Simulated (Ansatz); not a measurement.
# Ga2H13N4F8: the cost of one run

Program: Ansatz 0.2.0. Level of theory: DFT PBEsol, plane waves, PAW, scalar-relativistic, no spin polarisation. These are calculated values, not measurements.

### 1 The starting structure

The cell holds 27 atoms (F8Ga2H13N4): a = 6.360 Å, b = 6.360 Å, c = 7.577 Å, α = 114.25°, β = 114.25°, γ = 65.19°.

The coordinates stand in the first input below.

### 2 Run 1

70 steps of 0.75 fs under a Langevin thermostat at 700 K.

input.yaml

```yaml
accuracy: low
crystal:
  lattice:
    - [5.358088, -3.426237, 0.0]
    - [5.358088, 3.426237, 0.0]
    - [-3.69421, 0.0, 6.615059]
  atoms:
    - { symbol: Ga, position: [0.0, 0.0, 0.0] }
    - { symbol: Ga, position: [0.0, 0.0, 0.5] }
    - { symbol: H, position: [0.208287, 0.208287, 0.926612] }
    - { symbol: H, position: [0.471079, 0.471079, 0.766452] }
    - { symbol: H, position: [0.195332, 0.436107, 0.663482] }
    - { symbol: H, position: [0.436107, 0.195332, 0.663482] }
    - { symbol: H, position: [0.615929, 0.858877, 0.856485] }
    - { symbol: H, position: [0.858877, 0.615929, 0.856485] }
    - { symbol: H, position: [0.363353, 0.363353, 0.511263] }
    - { symbol: H, position: [0.384071, 0.141123, 0.143515] }
    - { symbol: H, position: [0.141123, 0.384071, 0.143515] }
    - { symbol: H, position: [0.563893, 0.804668, 0.336518] }
    - { symbol: H, position: [0.804668, 0.563893, 0.336518] }
    - { symbol: H, position: [0.528921, 0.528921, 0.233548] }
    - { symbol: H, position: [0.791713, 0.791713, 0.073388] }
    - { symbol: "N", position: [0.791511, 0.791511, 0.938051] }
    - { symbol: "N", position: [0.368268, 0.368268, 0.649156] }
    - { symbol: "N", position: [0.631732, 0.631732, 0.350844] }
    - { symbol: "N", position: [0.208489, 0.208489, 0.061949] }
    - { symbol: F, position: [0.27573, 0.72427, 0.0] }
    - { symbol: F, position: [0.72427, 0.27573, 0.0] }
    - { symbol: F, position: [0.069284, 0.069284, 0.302534] }
    - { symbol: F, position: [0.337263, 0.943245, 0.649756] }
    - { symbol: F, position: [0.943245, 0.337263, 0.649756] }
    - { symbol: F, position: [0.056755, 0.662737, 0.350244] }
    - { symbol: F, position: [0.662737, 0.056755, 0.350244] }
    - { symbol: F, position: [0.930716, 0.930716, 0.697466] }
basis:
  ecutwfc: 420.0
kpoints:
  mp_grid: { grid: [2, 2, 2] }
hamiltonian:
  xc: pbesol
scf:
  occupations: { method: fermi_dirac, width: 0.05 }
  lower_state_search: "off"
md:
  timestep: 0.75
  n_steps: 70
  ensemble: nvt_langevin
  temperature: 700.0
  initial_velocities: maxwell_boltzmann
  seed: 493395
  friction: 0.05
```

Command:

```
$ ansatz run input.yaml --threads 1 --pin off --max-ram 3072MiB --backend cpu --events-out ev --progress --plain --runs-dir out
```

What time and memory should one allow on 1 thread of Intel Xeon Platinum 8488C (Sapphire Rapids), shared host?

About 7.7 min, with a peak of 0.69 GiB.
